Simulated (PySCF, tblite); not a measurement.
# FH7PSSi3 radical, a small gas-phase stand-in for a defect centre (Si site with back bonds F, S[SiH3], [PH][SiH3]): EPR parameters

What EPR parameters should one expect for `F[Si](P[SiH3])S[SiH3]`? It is drawn as: dangling bond.

Programs: tblite 0.8.0 and PySCF 2.14.0. All values are calculated, for the isolated system unless a continuum is named. Atoms count from 0, parts from 1.

### Step 1. Starting point

13 atoms, charge 0, multiplicity 2; geometry: distance geometry start.

### Step 2. Relaxing the cluster with GFN2-xTB

The job: settings as JSON, then the geometry in Å.

```
{"job": {"kind": "relax", "xc": "GFN2-xTB", "basis": "xTB"}, "charge": 0, "multiplicity": 2}
Si     0.184162    -0.151574     0.057327
F      0.006773     0.650074     1.436543
S      1.652718    -1.651313     0.370327
Si     3.257390    -0.267413     0.502527
P     -1.715382    -1.210148    -0.353790
Si    -2.882318     0.665668    -0.536365
H      3.113282     0.583467     1.696771
H      4.541032    -0.991857     0.536082
H      3.241920     0.618262    -0.724239
H     -2.064462    -1.519119     0.992899
H     -4.275793     0.324503    -0.785807
H     -2.346230     1.435142    -1.660627
H     -2.766615     1.478819     0.722417
```

Method: GFN2-xTB geometry optimisation, gas phase.

On the command line:

```console
> OMP_NUM_THREADS=1 python cluster_run.py task.json out
```

One launch serves the whole session: the jobs run in the order shown.

Standard output:

```text
step      E/eV     max force
  0    -525.67556    1.493
  1    -525.75683    0.837
  2    -525.80012    0.444
  3    -525.80777    0.395
  4    -525.83186    0.247
  5    -525.83706    0.217
  6    -525.84632    0.208
  7    -525.84969    0.146
  8    -525.85191    0.120
  9    -525.85380    0.119
 10    -525.85719    0.203
 11    -525.86183    0.270
 12    -525.86690    0.253
 13    -525.87012    0.150
 14    -525.87133    0.084
 15    -525.87196    0.085
 16    -525.87310    0.145
 17    -525.87489    0.177
 18    -525.87709    0.143
 19    -525.87863    0.103
 20    -525.87941    0.081
 21    -525.87992    0.062
 22    -525.88044    0.072
 23    -525.88104    0.083
 24    -525.88181    0.095
 25    -525.88280    0.093
 26    -525.88389    0.074
 27    -525.88473    0.074
 28    -525.88517    0.058
 29    -525.88553    0.046
 30    -525.88618    0.094
 31    -525.88739    0.140
 32    -525.88921    0.153
 33    -525.89084    0.109
 34    -525.89182    0.076
 35    -525.89240    0.076
 36    -525.89316    0.100
 37    -525.89493    0.158
 38    -525.89815    0.183
 39    -525.90209    0.147
 40    -525.90460    0.093
 41    -525.90552    0.096
 42    -525.90649    0.095
 43    -525.90718    0.085
 44    -525.91070    0.084
 45    -525.91209    0.090
 46    -525.91345    0.061
 47    -525.91371    0.093
 48    -525.91416    0.056
 49    -525.91442    0.037
 50    -525.91497    0.049
 51    -525.91537    0.049
 52    -525.91565    0.034
 53    -525.91579    0.029
 54    -525.91592    0.028
 55    -525.91613    0.034
 56    -525.91648    0.048
 57    -525.91684    0.055
 58    -525.91715    0.052
 59    -525.91743    0.038
 60    -525.91765    0.034
 61    -525.91786    0.034
 62    -525.91813    0.040
 63    -525.91837    0.054
 64    -525.91872    0.048
 65    -525.91902    0.041
 66    -525.91931    0.040
 67    -525.91952    0.039
 68    -525.91988    0.062
 69    -525.92030    0.075
 70    -525.92092    0.087
 71    -525.92173    0.107
 72    -525.92264    0.138
 73    -525.92396    0.083
 74    -525.92512    0.065
 75    -525.92565    0.060
 76    -525.92626    0.075
 77    -525.92722    0.081
 78    -525.92844    0.093
 79    -525.92982    0.093
 80    -525.93003    0.125
 81    -525.93108    0.084
 82    -525.93169    0.063
 83    -525.93292    0.078
 84    -525.93392    0.095
 85    -525.93501    0.102
 86    -525.93611    0.061
 87    -525.93708    0.057
 88    -525.93850    0.096
 89    -525.93980    0.116
 90    -525.94151    0.126
 91    -525.94360    0.128
 92    -525.94590    0.176
 93    -525.94952    0.111
 94    -525.95215    0.133
 95    -525.95381    0.090
 96    -525.95492    0.085
 97    -525.95562    0.067
 98    -525.95666    0.086
 99    -525.95795    0.103
100    -525.95976    0.099
101    -525.96155    0.099
102    -525.96149    0.133
103    -525.96375    0.098
104    -525.96453    0.108
105    -525.96570    0.053
106    -525.96653    0.059
107    -525.96727    0.068
108    -525.96816    0.064
109    -525.96906    0.072
110    -525.97015    0.095
111    -525.97206    0.125
112    -525.97512    0.183
113    -525.97373    0.271
114    -525.98034    0.177
115    -525.98311    0.155
116    -525.98743    0.142
117    -525.98930    0.148
118    -525.99655    0.149
119    -526.00359    0.228
120    -526.00654    0.185
121    -526.00164    0.336
122    -526.01172    0.185
123    -526.01453    0.167
124    -526.02456    0.185
125    -526.02821    0.126
126    -526.03105    0.127
127    -526.03397    0.122
128    -526.03524    0.103
129    -526.03661    0.114
130    -526.03820    0.108
131    -526.03911    0.117
132    -526.04007    0.073
133    -526.04101    0.061
134    -526.04224    0.089
135    -526.04305    0.089
136    -526.04384    0.082
137    -526.04437    0.067
138    -526.04488    0.058
139    -526.04539    0.051
140    -526.04583    0.050
141    -526.04620    0.040
142    -526.04655    0.044
143    -526.04691    0.059
144    -526.04726    0.047
145    -526.04764    0.043
146    -526.04800    0.043
147    -526.04838    0.055
148    -526.04889    0.063
149    -526.04951    0.055
150    -526.05008    0.050
151    -526.05046    0.044
152    -526.05069    0.044
153    -526.05085    0.034
154    -526.05093    0.037
155    -526.05104    0.020
156    -526.05109    0.017
157    -526.05114    0.016
158    -526.05119    0.024
159    -526.05125    0.025
160    -526.05131    0.021
161    -526.05140    0.021
162    -526.05147    0.019
163    -526.05152    0.014
164    -526.05155    0.014
165    -526.05159    0.016
166    -526.05164    0.016
167    -526.05170    0.018
168    -526.05176    0.018
169    -526.05182    0.014
170    -526.05186    0.015
171    -526.05192    0.023
172    -526.05199    0.031
173    -526.05208    0.031
174    -526.05218    0.026
175    -526.05228    0.031
176    -526.05236    0.025
177    -526.05244    0.026
178    -526.05253    0.027
179    -526.05263    0.024
180    -526.05271    0.023
181    -526.05276    0.020
182    -526.05281    0.018
183    -526.05286    0.017
184    -526.05291    0.016
185    -526.05297    0.018
186    -526.05303    0.019
187    -526.05309    0.020
188    -526.05318    0.021
189    -526.05325    0.016
190    -526.05329    0.012
191    -526.05332    0.015
192    -526.05335    0.016
193    -526.05338    0.016
194    -526.05341    0.012
195    -526.05344    0.008
196    -526.05345    0.009
197    -526.05346    0.009
198    -526.05347    0.007
```

Wall time 8.2 s (1 thread of Arm Neoverse V1, shared host).

Step by step:

| step | energy from step 0 (eV) | largest force (eV/Å) |
| --- | --- | --- |
| 0 | 0.0000 | 1.4934 |
| 8 | -0.1763 | 0.1201 |
| 16 | -0.1975 | 0.1446 |
| 24 | -0.2062 | 0.0950 |
| 32 | -0.2137 | 0.1527 |
| 40 | -0.2290 | 0.0924 |
| 48 | -0.2386 | 0.0559 |
| 56 | -0.2409 | 0.0481 |
| 64 | -0.2432 | 0.0484 |
| 72 | -0.2471 | 0.1381 |
| 80 | -0.2545 | 0.1247 |
| 88 | -0.2629 | 0.0964 |
| 96 | -0.2794 | 0.0846 |
| 104 | -0.2890 | 0.1079 |
| 112 | -0.2996 | 0.1834 |
| 120 | -0.3310 | 0.1857 |
| 128 | -0.3597 | 0.1032 |
| 136 | -0.3683 | 0.0826 |
| 144 | -0.3717 | 0.0466 |
| 152 | -0.3751 | 0.0433 |
| 160 | -0.3757 | 0.0212 |
| 168 | -0.3762 | 0.0181 |
| 176 | -0.3768 | 0.0246 |
| 184 | -0.3773 | 0.0163 |
| 192 | -0.3778 | 0.0160 |
| 198 | -0.3779 | 0.0072 |

Close pairs (by a distance rule), those that changed most:

| bond | before (Å) | after (Å) | change (Å) |
| --- | --- | --- | --- |
| Si3–H8 | 1.513 | 1.456 | -0.058 |
| Si0–S2 | 2.122 | 2.173 | +0.051 |
| P4–H9 | 1.425 | 1.383 | -0.042 |
| Si5–H12 | 1.503 | 1.464 | -0.040 |
| S2–Si3 | 2.123 | 2.156 | +0.033 |
| Si0–F1 | 1.605 | 1.634 | +0.029 |
| Si0–P4 | 2.213 | 2.237 | +0.024 |
| P4–Si5 | 2.217 | 2.239 | +0.022 |

### Step 3. Optimising the geometry at PBE0-D3(BJ)/def2-SVP

The job: settings as JSON, then the geometry in Å.

```
{"job": {"xc": "PBE0", "basis": "def2-SVP", "d3": "d3bj", "grid": 2, "kind": "geom", "shake": 0.01}, "charge": 0, "multiplicity": 2}
Si     0.058691     0.521963     0.934662
F      0.853995    -0.154367     2.156615
S      1.236769     0.040158    -0.805355
Si     3.241301    -0.354373     0.025576
P     -1.891674    -0.590523     0.818472
Si    -2.766554     0.272179    -1.050398
H      3.148240    -1.583265     0.810591
H      4.023651    -0.488695    -1.180813
H      3.560786     0.806991     0.855613
H     -2.554175     0.250844     1.718615
H     -4.189448    -0.096791    -1.008686
H     -2.069662    -0.373921    -2.154929
H     -2.641711     1.732428    -1.112559
```

Standard output:

```text
step   0  E = -1710.84145636  max force = 0.034245
step   1  E = -1710.84820663  max force = 0.004269
step   2  E = -1710.84857675  max force = 0.001531
step   3  E = -1710.84871970  max force = 0.000986
step   4  E = -1710.84878837  max force = 0.000865
step   5  E = -1710.84886869  max force = 0.000847
step   6  E = -1710.84893354  max force = 0.001159
step   7  E = -1710.84899150  max force = 0.001136
step   8  E = -1710.84904741  max force = 0.000782
step   9  E = -1710.84907945  max force = 0.000628
step  10  E = -1710.84912412  max force = 0.000987
step  11  E = -1710.84917628  max force = 0.001275
step  12  E = -1710.84923047  max force = 0.001009
step  13  E = -1710.84927006  max force = 0.000492
step  14  E = -1710.84930115  max force = 0.000324
step  15  E = -1710.84931559  max force = 0.000591
step  16  E = -1710.84931963  max force = 0.000347
optimisation converged
```

Run time: 6.6 min. Hardware: 1 thread of Arm Neoverse V1, shared host; peak memory 0.69 GiB.

Along the way:

```csv
step,energy from step 0 (eV),largest force component (eV/Å)
0,0.0000,1.7609
1,-0.1837,0.2195
2,-0.1938,0.0787
3,-0.1976,0.0507
4,-0.1995,0.0445
5,-0.2017,0.0436
6,-0.2035,0.0596
7,-0.2050,0.0584
8,-0.2066,0.0402
9,-0.2074,0.0323
10,-0.2087,0.0508
11,-0.2101,0.0656
12,-0.2115,0.0519
13,-0.2126,0.0253
14,-0.2135,0.0167
15,-0.2139,0.0304
16,-0.2140,0.0178
```

Distances of close pairs at the start and the end, largest changes first:

```csv
bond,before (Å),after (Å),change (Å)
Si3–H7,1.444,1.490,+0.046
S2–Si3,2.206,2.167,-0.038
P4–Si5,2.237,2.273,+0.037
Si0–F1,1.607,1.642,+0.035
Si5–H11,1.457,1.489,+0.032
P4–H9,1.399,1.430,+0.031
Si3–H6,1.461,1.489,+0.028
Si5–H12,1.467,1.495,+0.028
```

The end geometry stands in the next job.

```csv
at the end point,value
point group (found at 0.08 Å tolerance),C1
"rotational constants (GHz, main isotopes)","1.899, 0.757, 0.622"
dipole moment (D),0.76
⟨S²⟩,0.754
```

### Step 4. EPR parameters: B3LYP/IGLO-III+pcH-1

The job: settings as JSON, then the geometry in Å.

```
{"job": {"kind": "epr"}, "charge": 0, "multiplicity": 2}
Si     0.024413     0.806324     1.140564
F      1.097190     0.274928     2.264272
S      1.090939     0.814224    -0.728892
Si     2.835555    -0.336379    -0.154215
P     -1.638877    -0.721036     0.973202
Si    -2.484222     0.119875    -0.962165
H      2.436075    -1.648923     0.424244
H      3.568666    -0.539472    -1.435389
H      3.687044     0.421859     0.802024
H     -2.549944    -0.033660     1.834409
H     -3.956704    -0.123685    -0.925490
H     -1.867821    -0.634024    -2.088511
H     -2.231830     1.582654    -1.136855
```

With the program's defaults for keys left out, this is: UKS B3LYP, IGLO-III on F P S Si, pcH-1 on H, non-relativistic, mean-field spin-orbit, GIAO.

Standard output:

```text
UKS, coarse grid
  cycle   1  E = -1712.27189392  |g| = 4.87e-01
  cycle   2  E = -1712.11365835  |g| = 8.60e-01
  cycle   3  E = -1712.34593433  |g| = 9.02e-02
  cycle   4  E = -1712.34791417  |g| = 4.94e-02
  cycle   5  E = -1712.34908494  |g| = 8.77e-03
  cycle   6  E = -1712.34912003  |g| = 4.34e-03
  cycle   7  E = -1712.34913279  |g| = 9.66e-04
  cycle   8  E = -1712.34913444  |g| = 4.12e-04
UKS, final grid
  cycle   1  E = -1712.34899208  |g| = 5.78e-04
  cycle   2  E = -1712.34899185  |g| = 9.25e-04
  cycle   3  E = -1712.34899226  |g| = 9.24e-05
  cycle   4  E = -1712.34899227  |g| = 2.32e-05
E = -1712.34899227 Eh   <S^2> = 0.7541 (exact 0.7500)
g shifts (ppm)      1          2          3
  rmc          -190       -190       -190
  gc             68          5         98
  oz_so        -252        805       6218
  total        -374        621       6126
hyperfine (MHz)  atom isotope    a_iso     a_fc   dipolar eigenvalues
    0  29Si    -741.87    -742.71   -117.42     55.94     61.48
    1   19F     151.34     149.64    -97.09    -91.85    188.94
    2   33S      23.88      23.85    -12.52    -11.62     24.14
    3  29Si      -0.23      -0.25     -2.13      1.00      1.13
    4   31P     -20.61     -19.50    -87.72    -80.19    167.91
    5  29Si      -3.30      -3.32     -0.85      0.06      0.78
    6    1H       1.43       1.43     -1.10     -0.56      1.66
    7    1H       8.11       8.11     -1.00     -0.49      1.48
    8    1H       2.55       2.54     -1.11     -0.75      1.87
    9    1H      11.98      11.97     -5.20     -0.22      5.41
   10    1H       0.43       0.43     -1.16     -0.53      1.70
   11    1H      -1.45      -1.46     -1.21     -0.51      1.71
   12    1H       2.03       2.03     -1.89     -1.33      3.22
```

Run time: 2.6 min. Hardware: 1 thread of Arm Neoverse V1, shared host; peak memory 1.2 GiB.

Principal g values 2.00195, 2.00294, 2.00845; g(iso) = 2.00444, against 2.00232 for a free electron.

Hyperfine couplings, nucleus by nucleus at this fixed geometry (no averaging over rotations):

```csv
nuclei,isotope,a(iso) (MHz),"a(iso) (G, at g = 2.0023)",largest dipolar term (MHz)
Si0,29Si,-741.9,-264.7,-117.4
F1,19F,151.3,54.0,188.9
S2,33S,23.9,8.5,24.1
P4,31P,-20.6,-7.4,167.9
H9,1H,12.0,4.3,5.4
H7,1H,8.1,2.9,1.5
Si5,29Si,-3.3,-1.2,-0.8
H8,1H,2.5,0.9,1.9
H12,1H,2.0,0.7,3.2
H11,1H,-1.5,-0.5,1.7
H6,1H,1.4,0.5,1.7
H10,1H,0.4,0.2,1.7
Si3,29Si,-0.2,-0.1,-2.1
```

Mulliken spin populations:

Si0 0.65; F1 0.02; S2 0.10; Si3 0.01; P4 0.21; Si5 0.00; H6 0.00; H7 0.00; H8 0.00; H9 0.00; H10 0.00; H11 0.00; H12 0.00

In first order the couplings over 0.8 MHz of 19F, 31P, 1H give 248 distinct lines over 71.2 G.

### Step 5. EPR parameters: BHandHLYP/IGLO-III+pcH-1

Same as in step 4 but for these lines:

```diff
@@ -1,2 +1,2 @@
-{"job": {"kind": "epr"}, "charge": 0, "multiplicity": 2}
+{"job": {"kind": "epr", "xc": "BHandHLYP"}, "charge": 0, "multiplicity": 2}
 Si     0.024413     0.806324     1.140564
```

Method: UKS BHandHLYP, IGLO-III on F P S Si, pcH-1 on H, non-relativistic, mean-field spin-orbit, GIAO.

Standard output:

```text
UKS, coarse grid
  cycle   1  E = -1712.11343591  |g| = 4.48e-01
  cycle   2  E = -1712.10632896  |g| = 5.37e-01
  cycle   3  E = -1712.19428253  |g| = 5.09e-02
  cycle   4  E = -1712.19552964  |g| = 2.42e-02
  cycle   5  E = -1712.19589926  |g| = 6.81e-03
  cycle   6  E = -1712.19595349  |g| = 2.42e-03
  cycle   7  E = -1712.19596293  |g| = 1.04e-03
  cycle   8  E = -1712.19596577  |g| = 4.04e-04
UKS, final grid
  cycle   1  E = -1712.19587420  |g| = 2.58e-04
  cycle   2  E = -1712.19587433  |g| = 2.08e-04
  cycle   3  E = -1712.19587437  |g| = 9.14e-05
  cycle   4  E = -1712.19587442  |g| = 3.19e-05
  cycle   5  E = -1712.19587442  |g| = 8.70e-06
E = -1712.19587442 Eh   <S^2> = 0.7579 (exact 0.7500)
g shifts (ppm)      1          2          3
  rmc          -191       -191       -191
  gc             68          5         97
  oz_so        -762        774       5385
  total        -884        588       5292
hyperfine (MHz)  atom isotope    a_iso     a_fc   dipolar eigenvalues
    0  29Si    -782.08    -782.94   -128.48     59.64     68.85
    1   19F     176.22     174.64    -97.44    -90.78    188.21
    2   33S      25.67      25.65    -12.01    -10.93     22.94
    3  29Si      -0.06      -0.07     -1.96      0.96      0.99
    4   31P     -22.77     -21.69    -90.01    -78.85    168.87
    5  29Si      -2.63      -2.65     -0.78      0.07      0.71
    6    1H       0.65       0.65     -1.07     -0.61      1.68
    7    1H       7.85       7.85     -0.94     -0.48      1.41
    8    1H       1.69       1.68     -1.11     -0.77      1.88
    9    1H      12.95      12.94     -5.13     -0.31      5.44
   10    1H       0.45       0.45     -1.15     -0.53      1.68
   11    1H      -1.89      -1.89     -1.20     -0.51      1.71
   12    1H       1.22       1.22     -1.92     -1.38      3.30
```

Run time: 2.9 min. Hardware: 1 thread of Arm Neoverse V1, shared host; peak memory 1.3 GiB.

In short: g(iso) 2.00398.

### Step 6. Run by run: EPR parameters

g, ⟨S²⟩ and isotropic hyperfine couplings (MHz), with basis size and wall time:

```
                     run   g(iso)   ⟨S²⟩  29Si Si0  19F F1  33S S2  31P P4  1H H9  functions     time
    B3LYP/IGLO-III+pcH-1  2.00444  0.754    -741.9   151.3    23.9   -20.6   12.0        325  2.6 min
BHandHLYP/IGLO-III+pcH-1  2.00398  0.758    -782.1   176.2    25.7   -22.8   13.0        325  2.9 min
```

### Step 7. Results

```
                            quantity                    value
                         point group                       C1
rotational constants (main isotopes)     1.90, 0.76, 0.62 GHz
                      g(iso) (B3LYP)                  2.00444
                                ⟨S²⟩       0.754 (exact 0.75)
                      largest a(iso)  29Si on Si0, -741.9 MHz
```

What this shows: The start of the PBE0/def2-SVP relaxation was shaken at random by about 0.01 Å, so part of the energy gained, and of the first lengths quoted, undoes that. The optimisation took 16 steps and gained 0.214 eV; among the close pairs (by a distance rule), Si3–H7 changed most, from 1.444 to 1.490 Å (PBE0/def2-SVP). The largest share of the spin, 0.65 e, sits on Si0. The isotropic g lies 2.1 ppt above the free-electron value. The coupling of 29Si on Si0 runs from -782.1 (BHandHLYP/IGLO-III+pcH-1) to -741.9 MHz (B3LYP/IGLO-III+pcH-1). A capped cluster stands for the solid here, so long-range fields and strain are missing, and bands or shifts of the capping hydrogens have no counterpart in it.
